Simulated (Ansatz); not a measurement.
# C₅H₉AlO₄: small, medium and large basis sets

How large a basis does C₅H₉AlO₄ need? Two functionals are run in growing sets.

Computed with Ansatz 0.2.0, Gaussian basis. Level: one geometry, several basis sets.

Levels to be run: PBE0-D4/def2-SVP; ωB97M-V/def2-SVP; PBE0-D4/def2-QZVPP; ωB97M-V/def2-QZVPP; the functionals' def2-TZVPP values are taken from earlier runs.

### 1 The relaxed structure

All runs share one geometry, relaxed beforehand with PBE0-D4 in a triple-zeta def2 set.

SMILES `CC1=CC(C)=[O+][Al-]([OH])([OH])[O]1`, 19 atoms, charge 0, spin multiplicity 1.

Atoms are counted from 1 here; the program's logs count them from 0.

Bond lengths: C1–C2 1.491 Å, C1–H11 1.093 Å, C1–H12 1.088 Å, C1–H13 1.093 Å, C2–C3 1.395 Å, C2–O10 1.274 Å, C3–C4 1.395 Å, C3–H14 1.080 Å, C4–C5 1.491 Å, C4–O6 1.274 Å, C5–H15 1.088 Å, C5–H16 1.093 Å, C5–H17 1.093 Å, O6–Al7 1.819 Å, Al7–O8 1.703 Å, Al7–O9 1.703 Å, Al7–O10 1.819 Å, O8–H18 0.953 Å and more. Angles: C2–C1–H11 108.8°, C2–C1–H12 112.5°, C2–C1–H13 109.1°, H11–C1–H12 109.6°, H11–C1–H13 106.9°, H12–C1–H13 109.8°, C1–C2–C3 120.6°, C1–C2–O10 115.6°, C3–C2–O10 123.8°, C2–C3–C4 122.8°, C2–C3–H14 118.6°, C4–C3–H14 118.6°, C3–C4–C5 120.6°, C3–C4–O6 123.8°, C5–C4–O6 115.6°, C4–C5–H15 112.5°, C4–C5–H16 109.1°, C4–C5–H17 108.8° and more.

### 2 PBE0-D4 in def2-SVP

The input, in.yaml:

```yaml
crystal:
  periodic: [false, false, false]
  atoms:
    - {symbol: C, position_ang: [2.188687, -1.133510, -1.343641]}
    - {symbol: C, position_ang: [1.085172, -0.522907, -0.548479]}
    - {symbol: C, position_ang: [-0.200015, -0.417601, -1.080362]}
    - {symbol: C, position_ang: [-1.269771, 0.125099, -0.368479]}
    - {symbol: C, position_ang: [-2.629964, 0.192439, -0.975323]}
    - {symbol: O, position_ang: [-1.171839, 0.584114, 0.815444]}
    - {symbol: Al, position_ang: [0.350527, 0.785577, 1.791011]}
    - {symbol: O, position_ang: [0.258379, 0.026663, 3.312923]}
    - {symbol: O, position_ang: [0.800478, 2.427699, 1.773107]}
    - {symbol: O, position_ang: [1.402904, -0.124394, 0.618655]}
    - {symbol: H, position_ang: [2.981365, -0.392286, -1.472897]}
    - {symbol: H, position_ang: [1.854876, -1.484580, -2.318113]}
    - {symbol: H, position_ang: [2.618900, -1.964144, -0.779196]}
    - {symbol: H, position_ang: [-0.377294, -0.783994, -2.080722]}
    - {symbol: H, position_ang: [-2.662338, -0.239161, -1.973791]}
    - {symbol: H, position_ang: [-3.337498, -0.327493, -0.325144]}
    - {symbol: H, position_ang: [-2.945552, 1.237920, -1.017363]}
    - {symbol: H, position_ang: [0.019238, -0.886755, 3.444649]}
    - {symbol: H, position_ang: [0.992046, 2.893015, 2.584122]}
basis:
  gaussian: {orbitals: def2-SVP}
hamiltonian: {xc: pbe0, dispersion: d4}
output: {orbitals: {seedname: orbitals}}
```

Run with:

```sh
$ ansatz run in.yaml --threads 4 --pin off --events-out ev --progress --plain --max-ram 46080MiB --backend cpu
```

Further steps of the session: ωB97M-V in def2-SVP; PBE0-D4 in def2-QZVPP; ωB97M-V in def2-QZVPP.

Q: Predict the results of all the runs planned. Wanted: PBE0-D4: double and triple zeta above quadruple; ωB97M-V: double and triple zeta above quadruple.

**Answer**, as computed:

| quantity | value |
| --- | --- |
| PBE0-D4: double and triple zeta above quadruple | 19.15, 0.99 eV |
| ωB97M-V: double and triple zeta above quadruple | 19.54, 0.93 eV |

What this shows: For PBE0-D4 the step from double to triple zeta gains 18.16 eV and the next only 0.99 eV. These are total energies; as a rule much of such shifts cancels in differences, which this series doesn't test.
